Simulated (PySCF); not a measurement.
# The bond of CaTl+, level by level

An exercise on one series of results from a longer session: the logs are not shown, and one member is left open.

Computed with PySCF 2.14.0. Level: Ca def2-SVPD, Tl def2-SVPD with ECP60, scalar-relativistic core potentials.

The first run:

Settings of the job:

```
atoms                         : Ca, Tl
charge                        : 1
basis                         : Ca def2-SVPD, Tl def2-SVPD with ECP60
Hamiltonian                   : scalar-relativistic core potentials
basis functions               : 59
electrons treated             : 40
masses in u                   : 39.9626, 204.9744
levels                        : PBE0, PBE, r²SCAN, BLYP, MN15, BHandHLYP, HF, MP2, SCS-MP2, CCSD, CCSD(T)
grid                          : 80 radial by 434 angular points
occupations                   : held fixed by the projection of orbital angular momentum
dissociation limit            : Ca + Tl+, each in its ground configuration
starting distance in angstrom : 3.120
values of 2S to try           : 0, 2
```

Started as:

```bash
$ OMP_NUM_THREADS=1 python dia.py task.json out
```

Steps of the session up to this table: Set-up; The PBE0 curve of the state that the search chose; Other states along the same grid; PBE (GGA); r²SCAN; BLYP; MN15; BHandHLYP (global hybrid GGA); RHF; Correlated methods on the Hartree–Fock reference.

One of the session's tables, all rows but one given; the rest of the session is left out.

It belongs to the step «Constants by level of theory». 

```
      level  Re (Å)  ωe (cm⁻¹)  De (eV)
        RHF   3.892       83.7     0.78
    RHF-MP2   3.726       95.8     1.00
RHF-SCS-MP2   3.773       91.6     0.93
   RHF-CCSD       ?          ?        ?
RHF-CCSD(T)   3.738       94.9     1.02
        PBE   3.687       95.4     1.27
       BLYP   3.729       89.9     1.18
     r²SCAN   3.662      100.1     1.29
       PBE0   3.681       97.8     1.19
       MN15   3.602      103.0     1.15
  BHandHLYP   3.707       95.5     1.07
```

**Question.** Estimate the row for RHF-CCSD.

The run gave: Re (Å): 3.751; ωe (cm⁻¹): 93.9; De (eV): 0.97. In the column «Re (Å)» it lies between RHF-CCSD(T) (3.738) and RHF-SCS-MP2 (3.773).
